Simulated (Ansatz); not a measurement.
Write the native input for Ansatz 0.2.0 that does the following.

- Task: work function
- Functional: PBE
- Potentials or basis: all-electron LAPW, scalar-relativistic
- Cutoff: 268 eV (chosen from the basis error)
- Basis error allowed: 0.002 eV/atom
- k mesh: 10 × 10 × 1
- Occupations: fermi-dirac, width 0.05 eV
- Spin: no spin polarisation
- Boundary across the vacuum: open (a slab, not repeated across the vacuum)

Sheet: Hf, a sheet with vacuum.

```xyz
1
Lattice="2.7788 0.0000 0.0000 0.0000 2.7788 0.0000 0.0000 0.0000 23.8000" Properties=species:S:1:pos:R:3 pbc="T T T"
Hf    0.0000    0.0000    7.0001
```

The cell was built by a generator and needn't be a form met in nature.

One way to write it, as run:

input.yaml

```yaml
crystal:
  lattice:
    - [2.77876, 0.0, 0.0]
    - [0.0, 2.77876, 0.0]
    - [0.0, 0.0, 23.8]
  atoms:
    - { symbol: Hf, position: [0.0, 0.0, 0.29412] }
  periodic: [true, true, false]
kpoints:
  mp_grid: { grid: [10, 10, 1] }
scf:
  occupations: { method: fermi_dirac, width: 0.05 }
hamiltonian:
  xc: pbe
  pseudopotentials: { kind: all_electron, lapw: { basis_error: 0.002 } }
output:
  forces: true
  stress: true
  eigenvalues: true
```

Potentials or basis: all-electron LAPW, scalar-relativistic.

Launch:

```bash
$ ansatz run input.yaml --threads 2 --pin off --max-ram 8192MiB --backend cpu --events-out ev --progress --plain --runs-dir out
```

Results of the run:

- Band gap on the k mesh: none (metal or under the smearing width)
- Work function: 4.28 eV

Run time: 7.7 s on 2 threads of Arm Neoverse V2 (shared host), peak memory 0.45 GiB.
